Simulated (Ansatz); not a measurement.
Working through an equation of state with a fit of Ba₃PbO, space group Pm-3m

Computed with Ansatz 0.2.0 through its Python package.

The cells in order, each with its output:

```python
import ansatz as az
from ase.eos import EquationOfState
from ase.units import GPa
import numpy as np
```

```python
vectors0 = np.array([
    [5.459, 0.0, 0.0],
    [0.0, 5.459, 0.0],
    [0.0, 0.0, 5.459],
])
sites = [
    ('Ba', [0.0, 0.5, 0.5]),
    ('Ba', [0.5, 0.0, 0.5]),
    ('Ba', [0.5, 0.5, 0.0]),
    ('Pb', [0.0, 0.0, 0.0]),
    ('O', [0.5, 0.5, 0.5]),
]
```

```python
def crystal_on(cell):
    crystal = az.Crystal(lattice=az.Lattice.of(cell))
    for symbol, position in sites:
        crystal = crystal.atom(symbol, position)
    return crystal

# uniform scaling of the cell
volumes, energies, pressures = [], [], []
for scale in np.linspace(0.9, 1.1, 9):
    cell = vectors0 * scale ** (1 / 3)
    model = crystal_on(cell).calculation()
    model = model.functional('pbesol')
    model = model.occupations(az.OccupationsMethod.FERMI_DIRAC, width=0.05)
    model = model.pseudopotentials('paw')
    model = model.basis(16 * az.Ha)
    model = model.kpoints(4, 4, 4)
    model = model.stress()
    data = model.run(threads=1, pin='off').report
    volumes.append(abs(np.linalg.det(cell)) / len(sites))
    energies.append(data['free_energy_ev'] / len(sites))
    pressures.append(np.trace(data['stress_gpa']) / 3)
    print(f'V = {volumes[-1]:8.4f} A^3/atom  F = {energies[-1]:.5f} eV/atom  P = {pressures[-1]:8.3f} GPa')
```

    V =  29.2827 A^3/atom  F = -5981.63540 eV/atom  P =    3.639 GPa
    V =  30.0962 A^3/atom  F = -5981.65029 eV/atom  P =    2.252 GPa
    V =  30.9096 A^3/atom  F = -5981.65855 eV/atom  P =    1.030 GPa
    V =  31.7230 A^3/atom  F = -5981.66098 eV/atom  P =   -0.048 GPa
    V =  32.5364 A^3/atom  F = -5981.65828 eV/atom  P =   -0.996 GPa
    V =  33.3498 A^3/atom  F = -5981.65108 eV/atom  P =   -1.824 GPa
    V =  34.1632 A^3/atom  F = -5981.63995 eV/atom  P =   -2.544 GPa
    V =  34.9766 A^3/atom  F = -5981.62539 eV/atom  P =   -3.169 GPa
    V =  35.7900 A^3/atom  F = -5981.60792 eV/atom  P =   -3.711 GPa

```python
eos = EquationOfState(volumes, energies, eos='sj')
v0, e0, bulk = eos.fit()
print(f'V0 = {v0:.4f} A^3/atom, E0 = {e0:.5f} eV/atom, B = {bulk / GPa:.1f} GPa')
eos.plot('eos.png')
```

    V0 = 31.6804 A^3/atom, E0 = -5981.66097 eV/atom, B = 39.5 GPa
    <Axes: title={'center': 'sj: E: -5981.661 eV, V: 31.680 Å$^3$, B: 39.455 GPa'}, xlabel='volume [Å$^3$]', ylabel='energy [eV]'>

A third-order Birch-Murnaghan fit through the 9 points (the script's own form differs a little) has its minimum at 31.68 Å³ an atom, 2.6 % below the typed cell, with a bulk modulus of 39 GPa and dB/dP = 4.2. From that minimum the energy rises by 25.6 meV an atom on the compressed side and 53.0 meV on the expanded side.

Notes:
- Absolute energies stand on the zero of these potentials, so only differences at equal settings mean something.
- Pressure is positive in compression.
- Spin-orbit coupling, which matters for elements this heavy, is left out.
- The starting cell is as deposited in a crystallographic database; the results hold for this polymorph, which needn't be the stable one.
- Run time: 46 s on 1 thread of Arm Neoverse V1, on a shared host, peak memory 0.49 GiB.
